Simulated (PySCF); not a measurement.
# OsCl6−: ligand-field states, part 2 of 2

PySCF 2.14.0. Atoms count from 0. Earlier steps stand in the parts before.

### 5 Ligand-field states: state-averaged CASSCF (axial bond length × 1.05) in water

The job: settings as JSON, then the geometry in Å.

```
{"job": {"kind": "lf", "basis": {"metal": "x2c-TZVPall", "ligand": "x2c-SVPall"}, "nevpt": true, "solvent": "water", "reuse": true}, "charge": -1, "metal": "Os", "open_shell": "d3"}
Os     0.000000     0.000000     0.000000
Cl     0.000000     0.000000     2.399300
Cl     0.000000     0.000000    -2.399300
Cl     2.285000     0.000000     0.000000
Cl    -2.285000     0.000000     0.000000
Cl     0.000000     2.285000     0.000000
Cl    -0.000000    -2.285000     0.000000
```

Level: state-averaged CASSCF of the metal d shell, SC-NEVPT2 on the averaged canonical orbitals, state-interaction spin-orbit coupling.

The log of the run:

```text
basis functions 189, electrons 179, active (3e, 5o)
start from the orbitals of the previous structure
stage 1: DIIS on the effective Fock matrix, level shift 0.30
cycle   1  E = -20014.2751072063  dE = -2.001e+04  max|g| = 3.853e+01
cycle   2  E = -20016.9179363089  dE = -2.643e+00  max|g| = 3.459e-01
cycle   3  E = -20017.0049628595  dE = -8.703e-02  max|g| = 9.908e-02
cycle   4  E = -20017.0164290246  dE = -1.147e-02  max|g| = 3.804e-02
cycle   5  E = -20017.0180968634  dE = -1.668e-03  max|g| = 2.996e-02
cycle   6  E = -20017.0193136287  dE = -1.217e-03  max|g| = 1.165e-02
cycle   7  E = -20017.0196500496  dE = -3.364e-04  max|g| = 5.475e-03
cycle   8  E = -20017.0197317589  dE = -8.171e-05  max|g| = 3.694e-03
cycle   9  E = -20017.0197593312  dE = -2.757e-05  max|g| = 1.791e-03
cycle  10  E = -20017.0197665560  dE = -7.225e-06  max|g| = 1.588e-03
cycle  11  E = -20017.0197713866  dE = -4.831e-06  max|g| = 1.064e-03
cycle  12  E = -20017.0197728157  dE = -1.429e-06  max|g| = 1.062e-03
cycle  13  E = -20017.0197730365  dE = -2.208e-07  max|g| = 1.114e-03
cycle  14  E = -20017.0197731748  dE = -1.383e-07  max|g| = 1.120e-03
cycle  15  E = -20017.0197733587  dE = -1.839e-07  max|g| = 1.093e-03
cycle  16  E = -20017.0197730227  dE =  3.359e-07  max|g| = 1.041e-03
cycle  17  E = -20017.0197725642  dE =  4.586e-07  max|g| = 1.252e-03
cycle  18  E = -20017.0197707026  dE =  1.862e-06  max|g| = 1.572e-03
cycle  19  E = -20017.0197679278  dE =  2.775e-06  max|g| = 1.908e-03
cycle  20  E = -20017.0197621409  dE =  5.787e-06  max|g| = 2.465e-03
cycle  21  E = -20017.0197523972  dE =  9.744e-06  max|g| = 3.183e-03
cycle  22  E = -20017.0197348719  dE =  1.753e-05  max|g| = 3.853e-03
cycle  23  E = -20017.0197045974  dE =  3.027e-05  max|g| = 5.461e-03
cycle  24  E = -20017.0196520036  dE =  5.259e-05  max|g| = 7.243e-03
cycle  25  E = -20017.0195602998  dE =  9.170e-05  max|g| = 9.530e-03
cycle  26  E = -20017.0194005362  dE =  1.598e-04  max|g| = 1.098e-02
stage 2: quasi-Newton rotations from the point of smallest gradient
cycle  28  E = -20017.0197757067  dE = -2.684e-06  max|g| = 3.781e-04
cycle  29  E = -20017.0197765188  dE = -8.120e-07  max|g| = 2.409e-04
cycle  30  E = -20017.0197765306  dE = -1.187e-08  max|g| = 3.497e-04
cycle  31  E = -20017.0197766527  dE = -1.220e-07  max|g| = 2.803e-05
cycle  32  E = -20017.0197766549  dE = -2.245e-09  max|g| = 9.367e-06
converged average energy = -20017.0197766549

 mult deg   label        CASSCF/cm-1   NEVPT2/cm-1
   4   1   4B1g                0.0           0.0
   2   1   2B1g            10908.3       10040.5
   2   1   2A1g            10901.2       10069.2
   2   2   2Eg             11613.0       10278.7
   2   1   2A2g            12226.8       10627.9
   2   2   2Eg             18367.9       16122.7
   2   1   2B2g            18785.9       16296.9
   4   2   4Eg             30909.2       33201.3
   4   1   4A2g            35226.5       35658.6
   4   1   4B2g            34642.2       36478.7
   2   2   2Eg             39380.5       40029.2
   4   2   4Eg             40931.9       40918.1
   2   1   2A1g            39854.7       41225.8
   2   1   2A2g            41779.6       41581.7
   2   2   2Eg             41366.6       42008.2
   2   1   2B2g            42819.2       43086.4
   2   1   2B1g            43479.3       43398.5
   2   1   2B2g            46685.8       45160.0
   2   1   2A1g            45080.4       45262.2
   2   1   2A2g            45646.9       45451.8
   2   2   2Eg             47807.7       46685.5
   2   2   2Eg             51672.4       49604.0
   2   1   2B1g            53013.1       50098.6
   2   1   2A1g            57953.9       53215.2
   2   1   2B1g            62799.2       57853.5
   4   2   4Eg             66651.1       68427.5
   4   1   4A2g            67243.1       68966.7
   2   1   2B2g            71958.8       71345.0
   2   2   2Eg             73467.6       73740.3
   2   1   2A2g            74107.6       74579.7
   2   2   2Eg             75301.9       74679.2
   2   1   2A2g            78058.9       76142.9
   2   2   2Eg             78759.9       76216.8
   2   2   2Eg             89199.7       83071.7
   2   1   2B2g            94126.8       86984.6
   2   1   2B1g           108106.1      104335.6
   2   1   2A1g           111930.8      107827.2

spin-orbit levels / cm-1
      0.00  x2  4B1g 0.92 2B2g 0.03
     23.06  x2  4B1g 0.93 2Eg 0.05
   9018.82  x2  2Eg 0.53 2B1g 0.27 2B2g 0.09
   9489.38  x2  2A1g 0.50 2A2g 0.24 2Eg 0.17
  10559.21  x2  2B1g 0.63 2Eg 0.34
  10745.78  x2  2A1g 0.38 2A2g 0.33 2Eg 0.26
  11346.37  x2  2Eg 0.63 2A2g 0.32
  17463.87  x2  2Eg 0.58 2B2g 0.39
  18782.06  x2  2Eg 0.73 2A2g 0.09 2A1g 0.07
  19301.48  x2  2B2g 0.45 2Eg 0.33 2Eg 0.10
  32658.64  x2  4Eg 0.92
  33168.93  x2  4Eg 0.81 4A2g 0.11
  33370.17  x2  4Eg 0.63 4A2g 0.29
  34960.87  x2  4Eg 0.82 2A2g 0.04 2Eg 0.04
  36405.78  x2  4B2g 0.72 4Eg 0.10 4A2g 0.09
  36922.64  x2  4A2g 0.58 2Eg 0.12 4B2g 0.08
  36930.39  x2  4B2g 0.71 4Eg 0.10 4A2g 0.07
  37686.76  x2  4A2g 0.46 4Eg 0.24 4B2g 0.11
  39717.64  x2  2Eg 0.27 4Eg 0.25 2A1g 0.12
  40444.20  x2  2Eg 0.67 4A2g 0.14 4Eg 0.06
  40591.56  x2  4Eg 0.51 2Eg 0.20 4Eg 0.07
  41482.41  x2  4Eg 0.53 2A2g 0.13 2Eg 0.07
  41648.32  x2  4Eg 0.48 2B2g 0.24 2Eg 0.06
  43167.45  x2  2Eg 0.28 2Eg 0.25 2A2g 0.18
  43357.26  x2  4Eg 0.77 4B2g 0.09 2B1g 0.04
  44004.68  x2  2Eg 0.74 4Eg 0.07 2Eg 0.06
  44029.71  x2  2A1g 0.64 4Eg 0.17 2Eg 0.06
  44354.11  x2  2B2g 0.39 4Eg 0.38 2B1g 0.12
  44362.54  x2  2Eg 0.48 2A2g 0.44
  45830.31  x2  2B1g 0.65 2B2g 0.16 2B2g 0.07
```

Run time: 36 s. Hardware: 1 thread of Intel Xeon 6975P-C, shared host; peak memory 0.6 GiB.

Warnings kept with the result: an active orbital is not mainly the metal shell.

An active orbital is only 58 % metal, under the run's own bar for a metal shell, so levels, ζ, ground spin and magnetism of this run may not be those of the metal's shell and are not read here.

### 6 Ligand-field states: state-averaged CASSCF (axial bond length × 1.1) in water

The job, as its differences from that of step 5:

```diff
@@ -2,4 +2,4 @@
 Os     0.000000     0.000000     0.000000
-Cl     0.000000     0.000000     2.399300
-Cl     0.000000     0.000000    -2.399300
+Cl     0.000000     0.000000     2.513500
+Cl     0.000000     0.000000    -2.513500
 Cl     2.285000     0.000000     0.000000
```

With the program's defaults for keys left out, this is: state-averaged CASSCF of the metal d shell, SC-NEVPT2 on the averaged canonical orbitals, state-interaction spin-orbit coupling.

The log of the run:

```text
basis functions 189, electrons 179, active (3e, 5o)
start from the orbitals of the previous structure
stage 1: DIIS on the effective Fock matrix, level shift 0.30
cycle   1  E = -20016.6441560543  dE = -2.002e+04  max|g| = 1.849e+01
cycle   2  E = -20017.0023360507  dE = -3.582e-01  max|g| = 1.626e-01
cycle   3  E = -20017.0165712867  dE = -1.424e-02  max|g| = 5.248e-02
cycle   4  E = -20017.0167912274  dE = -2.199e-04  max|g| = 5.282e-02
cycle   5  E = -20017.0190800107  dE = -2.289e-03  max|g| = 2.372e-02
cycle   6  E = -20017.0197982232  dE = -7.182e-04  max|g| = 8.222e-03
cycle   7  E = -20017.0198505645  dE = -5.234e-05  max|g| = 5.952e-03
cycle   8  E = -20017.0198920840  dE = -4.152e-05  max|g| = 2.775e-03
cycle   9  E = -20017.0199027175  dE = -1.063e-05  max|g| = 1.184e-03
cycle  10  E = -20017.0199057616  dE = -3.044e-06  max|g| = 6.468e-04
cycle  11  E = -20017.0199064635  dE = -7.019e-07  max|g| = 3.946e-04
cycle  12  E = -20017.0199065548  dE = -9.131e-08  max|g| = 4.150e-04
cycle  13  E = -20017.0199066405  dE = -8.568e-08  max|g| = 3.956e-04
cycle  14  E = -20017.0199067536  dE = -1.131e-07  max|g| = 3.490e-04
cycle  15  E = -20017.0199066521  dE =  1.015e-07  max|g| = 4.122e-04
cycle  16  E = -20017.0199065036  dE =  1.484e-07  max|g| = 4.758e-04
cycle  17  E = -20017.0199061589  dE =  3.447e-07  max|g| = 5.820e-04
cycle  18  E = -20017.0199055857  dE =  5.732e-07  max|g| = 7.323e-04
cycle  19  E = -20017.0199043736  dE =  1.212e-06  max|g| = 9.039e-04
cycle  20  E = -20017.0199021710  dE =  2.203e-06  max|g| = 1.195e-03
cycle  21  E = -20017.0198981311  dE =  4.040e-06  max|g| = 1.550e-03
cycle  22  E = -20017.0198907668  dE =  7.364e-06  max|g| = 2.062e-03
cycle  23  E = -20017.0198769887  dE =  1.378e-05  max|g| = 3.464e-03
cycle  24  E = -20017.0198514001  dE =  2.559e-05  max|g| = 3.564e-03
cycle  25  E = -20017.0198040642  dE =  4.734e-05  max|g| = 6.405e-03
cycle  26  E = -20017.0197163445  dE =  8.772e-05  max|g| = 8.370e-03
stage 2: quasi-Newton rotations from the point of smallest gradient
cycle  28  E = -20017.0199070273  dE = -2.737e-07  max|g| = 1.056e-04
cycle  29  E = -20017.0199071267  dE = -9.939e-08  max|g| = 8.137e-05
cycle  30  E = -20017.0199071296  dE = -2.892e-09  max|g| = 7.811e-05
cycle  31  E = -20017.0199071348  dE = -5.148e-09  max|g| = 1.373e-05
cycle  32  E = -20017.0199071350  dE = -2.838e-10  max|g| = 3.001e-06
converged average energy = -20017.0199071350

 mult deg   label        CASSCF/cm-1   NEVPT2/cm-1
   4   1   4B1g                0.0           0.0
   2   1   2B1g            10952.0       10082.7
   2   1   2A1g            10918.3       10100.3
   2   2   2Eg             11495.7       10128.1
   2   1   2A2g            12610.5       10776.9
   2   2   2Eg             18443.2       16322.2
   2   1   2B2g            19098.4       16517.4
   4   2   4Eg             26849.8       29438.1
   4   1   4A2g            30091.0       31116.5
   2   2   2Eg             35111.9       36059.4
   4   1   4B2g            34628.1       36487.7
   2   1   2A2g            37118.7       37217.9
   2   1   2A1g            35968.4       37615.8
   2   2   2Eg             37421.6       38261.6
   2   1   2B1g            39836.9       39652.2
   2   1   2B2g            39956.4       39930.7
   4   2   4Eg             41019.7       41174.4
   2   1   2B2g            44629.8       43974.3
   2   1   2A1g            44232.8       44394.9
   2   1   2A2g            45397.8       45454.0
   2   2   2Eg             47898.5       46940.0
   2   2   2Eg             51909.5       49871.1
   2   1   2B1g            52524.6       49953.7
   2   1   2A1g            54426.0       49999.3
   2   1   2B1g            63080.8       58255.1
   2   1   2B2g            64685.2       64188.9
   4   2   4Eg             62477.3       64438.6
   4   1   4A2g            63422.2       65213.7
   2   2   2Eg             68060.8       67959.5
   2   2   2Eg             70942.6       70596.6
   2   1   2A2g            70085.5       70667.2
   2   2   2Eg             73787.3       71168.1
   2   1   2A2g            73522.0       71880.5
   2   2   2Eg             87331.6       82148.5
   2   1   2B2g            94204.0       86977.6
   2   1   2B1g           100638.8       96774.8
   2   1   2A1g           107881.8      103439.5

spin-orbit levels / cm-1
      0.00  x2  4B1g 0.91 2B2g 0.03
     44.43  x2  4B1g 0.92 2Eg 0.05
   8844.51  x2  2Eg 0.60 2B1g 0.20 2B2g 0.09
   9583.01  x2  2A1g 0.57 2A2g 0.21 2Eg 0.15
  10530.07  x2  2B1g 0.70 2Eg 0.27
  10828.18  x2  2Eg 0.34 2A2g 0.32 2A1g 0.27
  11365.08  x2  2Eg 0.57 2A2g 0.34 2A1g 0.06
  17666.58  x2  2Eg 0.53 2B2g 0.42
  18808.23  x2  2Eg 0.71 2A2g 0.10 2A1g 0.07
  19523.26  x2  2B2g 0.40 2Eg 0.38 2Eg 0.09
  28894.06  x2  4Eg 0.91
  29377.89  x2  4Eg 0.77 4A2g 0.14
  29481.36  x2  4Eg 0.54 4A2g 0.38 2A1g 0.03
  31418.36  x2  4Eg 0.79 2A2g 0.06 2Eg 0.05
  32645.49  x2  4A2g 0.65 2Eg 0.13 4Eg 0.12
  33817.69  x2  4A2g 0.49 4Eg 0.42
  36140.57  x2  2Eg 0.38 2A2g 0.26 4Eg 0.12
  36339.35  x2  4B2g 0.45 2Eg 0.27 2B1g 0.08
  36481.86  x2  2Eg 0.39 4B2g 0.34 4A2g 0.09
  36929.50  x2  4B2g 0.79 4Eg 0.09 2Eg 0.04
  39283.11  x2  2A1g 0.43 4Eg 0.27 2Eg 0.18
  39654.91  x2  2A2g 0.48 2Eg 0.24 2A1g 0.10
  39923.34  x2  2Eg 0.71 2Eg 0.12 4Eg 0.03
  40599.84  x2  2Eg 0.74 2A2g 0.16 4B2g 0.03
  40964.88  x2  4Eg 0.64 2A1g 0.20 2A2g 0.07
  41187.82  x2  2B2g 0.47 2B1g 0.15 2Eg 0.11
  41958.48  x2  2B1g 0.59 2B2g 0.30 4Eg 0.03
  41991.08  x2  4Eg 0.61 2A1g 0.07 4B2g 0.06
  42741.31  x2  4Eg 0.51 2B2g 0.17 2B2g 0.12
  43818.09  x2  4Eg 0.79 4B2g 0.11 2B1g 0.04
```

Wall time 36 s (1 thread of Intel Xeon 6975P-C, shared host); peak memory 0.6 GiB.

Warnings kept with the result: an active orbital is not mainly the metal shell.

An active orbital is only 57 % metal, under the run's own bar for a metal shell, so levels, ζ, ground spin and magnetism of this run may not be those of the metal's shell and are not read here.

### 7 Ligand-field states: state-averaged CASSCF (axial bond length × 1.2) in water

The job, as its differences from that of step 6:

```diff
@@ -2,4 +2,4 @@
 Os     0.000000     0.000000     0.000000
-Cl     0.000000     0.000000     2.513500
-Cl     0.000000     0.000000    -2.513500
+Cl     0.000000     0.000000     2.742000
+Cl     0.000000     0.000000    -2.742000
 Cl     2.285000     0.000000     0.000000
```

Level: state-averaged CASSCF of the metal d shell, SC-NEVPT2 on the averaged canonical orbitals, state-interaction spin-orbit coupling.

The log of the run:

```text
basis functions 189, electrons 179, active (3e, 5o)
start from the orbitals of the previous structure
stage 1: DIIS on the effective Fock matrix, level shift 0.30
cycle   1  E = -20016.3364424203  dE = -2.002e+04  max|g| = 2.119e+01
cycle   2  E = -20016.9548028148  dE = -6.184e-01  max|g| = 2.265e-01
cycle   3  E = -20016.9911350900  dE = -3.633e-02  max|g| = 1.049e-01
cycle   4  E = -20016.9953219128  dE = -4.187e-03  max|g| = 5.766e-02
cycle   5  E = -20016.9993726223  dE = -4.051e-03  max|g| = 3.044e-02
cycle   6  E = -20017.0001936623  dE = -8.210e-04  max|g| = 1.709e-02
cycle   7  E = -20017.0004127501  dE = -2.191e-04  max|g| = 1.067e-02
cycle   8  E = -20017.0005521506  dE = -1.394e-04  max|g| = 4.132e-03
cycle   9  E = -20017.0005820451  dE = -2.989e-05  max|g| = 2.455e-03
cycle  10  E = -20017.0005875661  dE = -5.521e-06  max|g| = 1.311e-03
cycle  11  E = -20017.0005895038  dE = -1.938e-06  max|g| = 8.762e-04
cycle  12  E = -20017.0005909413  dE = -1.437e-06  max|g| = 6.606e-04
cycle  13  E = -20017.0005911962  dE = -2.549e-07  max|g| = 6.313e-04
cycle  14  E = -20017.0005912669  dE = -7.074e-08  max|g| = 6.281e-04
cycle  15  E = -20017.0005914074  dE = -1.404e-07  max|g| = 5.976e-04
cycle  16  E = -20017.0005914590  dE = -5.166e-08  max|g| = 5.894e-04
cycle  17  E = -20017.0005913558  dE =  1.032e-07  max|g| = 6.229e-04
cycle  18  E = -20017.0005911530  dE =  2.029e-07  max|g| = 6.734e-04
cycle  19  E = -20017.0005908597  dE =  2.933e-07  max|g| = 7.344e-04
cycle  20  E = -20017.0005903993  dE =  4.604e-07  max|g| = 8.204e-04
cycle  21  E = -20017.0005885962  dE =  1.803e-06  max|g| = 1.223e-03
cycle  22  E = -20017.0005855381  dE =  3.058e-06  max|g| = 1.477e-03
cycle  23  E = -20017.0005786930  dE =  6.845e-06  max|g| = 2.285e-03
cycle  24  E = -20017.0005650664  dE =  1.363e-05  max|g| = 3.219e-03
cycle  25  E = -20017.0005374961  dE =  2.757e-05  max|g| = 4.557e-03
cycle  26  E = -20017.0004821584  dE =  5.534e-05  max|g| = 6.447e-03
stage 2: quasi-Newton rotations from the point of smallest gradient
cycle  28  E = -20017.0005922421  dE = -7.831e-07  max|g| = 2.890e-04
cycle  29  E = -20017.0005923444  dE = -1.023e-07  max|g| = 4.276e-04
cycle  30  E = -20017.0005925724  dE = -2.280e-07  max|g| = 5.652e-05
cycle  31  E = -20017.0005925832  dE = -1.073e-08  max|g| = 2.070e-05
cycle  32  E = -20017.0005925846  dE = -1.426e-09  max|g| = 7.748e-06
converged average energy = -20017.0005925846

 mult deg   label        CASSCF/cm-1   NEVPT2/cm-1
   4   1   4B1g                0.0           0.0
   2   2   2Eg             11304.8        9888.1
   2   1   2A1g            10726.5        9920.8
   2   1   2B1g            10856.0        9992.7
   2   1   2A2g            13009.2       10773.9
   2   2   2Eg             18188.4       16289.6
   2   1   2B2g            19103.8       16512.9
   4   2   4Eg             19334.3       22380.9
   4   1   4A2g            21420.7       23496.0
   2   2   2Eg             27265.9       28578.8
   2   1   2A2g            28820.6       29680.7
   2   1   2A1g            28516.7       30422.8
   2   2   2Eg             29971.8       31011.3
   2   1   2B2g            31914.3       32272.2
   2   1   2B1g            32603.1       32503.4
   4   1   4B2g            34568.6       36472.0
   2   1   2A1g            40548.6       39935.9
   4   2   4Eg             40886.6       41165.1
   2   1   2B2g            44091.3       43843.6
   2   1   2A2g            45015.5       45203.0
   2   1   2A1g            50334.8       46900.4
   2   2   2Eg             47804.4       46920.0
   2   1   2B1g            52085.6       49640.9
   2   2   2Eg             51923.1       49745.2
   2   1   2B2g            51297.4       50864.5
   2   2   2Eg             56103.0       54907.1
   4   2   4Eg             55004.2       57047.1
   4   1   4A2g            56201.8       57864.7
   2   1   2B1g            62857.7       58079.3
   2   2   2Eg             64470.7       62825.7
   2   2   2Eg             63224.0       63010.8
   2   1   2A2g            62553.7       63051.5
   2   1   2A2g            65215.7       63673.9
   2   2   2Eg             86066.5       81504.3
   2   1   2B1g            87201.8       82877.0
   2   1   2B2g            93782.2       86328.8
   2   1   2A1g           100222.4       95120.4

spin-orbit levels / cm-1
      0.00  x2  4B1g 0.90 2B2g 0.03
     87.51  x2  4B1g 0.92 2Eg 0.05
   8515.10  x2  2Eg 0.64 2B1g 0.15 2B2g 0.08
   9398.79  x2  2A1g 0.62 2A2g 0.17 2Eg 0.11
  10353.83  x2  2B1g 0.73 2Eg 0.21
  10767.25  x2  2A2g 0.38 2Eg 0.33 2A1g 0.18
  11287.11  x2  2Eg 0.57 2A2g 0.29 2A1g 0.08
  17447.68  x2  2Eg 0.43 2B2g 0.42 4Eg 0.08
  18522.47  x2  2Eg 0.67 2A2g 0.10 2A1g 0.06
  19024.63  x2  2Eg 0.39 2B2g 0.23 4Eg 0.12
  22086.40  x2  4Eg 0.84 4A2g 0.05 2B1g 0.03
  22518.09  x2  4Eg 0.46 4A2g 0.42 2Eg 0.04
  22912.57  x2  4Eg 0.63 2B2g 0.17 4A2g 0.10
  24520.86  x2  4Eg 0.72 2A2g 0.08 2Eg 0.07
  25639.90  x2  4A2g 0.60 2Eg 0.14 4Eg 0.13
  26925.33  x2  4Eg 0.48 4A2g 0.42 2A1g 0.04
  29015.43  x2  2Eg 0.65 4A2g 0.12 4Eg 0.07
  29082.13  x2  2Eg 0.38 2A2g 0.26 4Eg 0.17
  32355.01  x2  2A2g 0.46 2Eg 0.40 2Eg 0.06
  32963.01  x2  2Eg 0.82 2Eg 0.09
  33029.00  x2  2A1g 0.80 2Eg 0.10
  33264.65  x2  2Eg 0.78 2A2g 0.15
  34165.13  x2  2B2g 0.78 2B1g 0.08 2Eg 0.07
  34360.54  x2  2B1g 0.70 2B2g 0.11 4B2g 0.09
  36889.38  x2  4B2g 0.70 2B1g 0.12 4Eg 0.11
  37165.94  x2  4B2g 0.82 4Eg 0.09
  40062.60  x2  4Eg 0.72 2A1g 0.13 2A1g 0.06
  41512.82  x2  4Eg 0.55 2A1g 0.12 2A2g 0.10
  42060.04  x2  4Eg 0.53 2B2g 0.32 2Eg 0.06
  42953.80  x2  2A1g 0.60 4Eg 0.27
```

It took 33 s on 1 thread of Intel Xeon 6975P-C, shared host; peak memory 0.6 GiB.

Warnings kept with the result: an active orbital is not mainly the metal shell.

An active orbital is only 56 % metal, under the run's own bar for a metal shell, so levels, ζ, ground spin and magnetism of this run may not be those of the metal's shell and are not read here.

### 8 Results

This closing draws on all 2 parts.

| quantity | value |
| --- | --- |
| ligand-field states | no level gives a usable value |

What this shows: Steps 2, 3, 4, 5, 6, 7 are set aside: its active space failed the test for the metal's shell.
